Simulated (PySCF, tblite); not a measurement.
**C2H6NSi2 radical: geometry, infrared bands and EPR parameters**

Aim: predict the infrared bands and EPR parameters of C2H6NSi2 radical (`N#C[SiH2][CH][SiH3]`).

Computed with tblite 0.8.0 and PySCF 2.14.0, with density-fitted response routines of our own, on a single molecule in the gas phase. Atoms are numbered from 0 throughout.

## 1. The starting structure

11 atoms, charge 0, multiplicity 2; geometry from: force field or distance geometry start.

Bonds of the start (Å): N0–C1 1.17, C1–Si2 1.88, Si2–C3 1.81, C3–Si4 1.78, Si2–H5 1.49, Si2–H6 1.47, C3–H7 1.09, Si4–H8 1.48, Si4–H9 1.48, Si4–H10 1.49.

## 2. Geometry optimisation with GFN2-xTB

The job: settings as JSON, then the geometry in Å.

```
{"job": {"kind": "relax", "xc": "GFN2-xTB", "basis": "xTB"}, "charge": 0, "multiplicity": 2}
N      3.043600     1.133600    -0.206800
C      2.231000     0.302200    -0.127300
Si     0.933000    -1.044200     0.026800
C     -0.681900    -0.467300     0.617800
Si    -1.450600     0.921500    -0.192500
H      0.711000    -1.712900    -1.288200
H      1.383400    -2.105600     0.945100
H     -1.151500    -0.953400     1.469600
H     -0.883500     2.181100     0.333800
H     -2.912500     0.896900     0.058100
H     -1.216700     0.850600    -1.662400
```

Started as:

```sh
$ OMP_NUM_THREADS=1 python probes_run.py task.json out
```

This one command runs all jobs of the session in turn.

**Question.** This job is followed by: GFN2-xTB harmonic vibrations, gas phase; UKS B3LYP, pcH-1 on C H N Si, non-relativistic, mean-field spin-orbit, GIAO. What will the session give for the following? strongest single infrared mode (GFN2-xTB); zero-point energy (GFN2-xTB); g(iso) (B3LYP); ⟨S²⟩; largest a(iso) (averaged by class); potential on the surface of density 0.002 e/bohr³, 1st and 99th percentile.

**Answer**, as computed:

| quantity | value |
| --- | --- |
| strongest single infrared mode (GFN2-xTB) | 2217 cm⁻¹, 385 km/mol |
| zero-point energy (GFN2-xTB) | 38.6 kcal/mol |
| g(iso) (B3LYP) | 2.00263 |
| ⟨S²⟩ | 0.753 (exact 0.75) |
| largest a(iso) (averaged by class) | 13C on C3, 77.3 MHz |
| potential on the surface of density 0.002 e/bohr³, 1st and 99th percentile | -1.75 V and 1.62 V |

**Reading.** Relaxing lowered the energy by 0.279 eV in 35 steps; the close pair that moved most is C3–Si4, from 1.782 to 1.867 Å. The lowest mode is slightly imaginary (16i cm⁻¹), a soft motion within the noise of the Hessian, so the minimum is not strictly shown. The strongest single mode, at 2217 cm⁻¹, moves mainly H5. GFN2-xTB is a fitted tight-binding method: band positions and strengths are rough. Its intensities can rank the bands wrongly. C3 carries the largest spin population, 1.00 e. The isotropic g lies 0.3 ppt above the free-electron value. These values are for one conformer; the search (at its own cheap level) found 2 more, at 0.01, 0.12 kcal/mol (those within 0.05 may be mirror or relabelled copies), and measured spectra average over such forms.
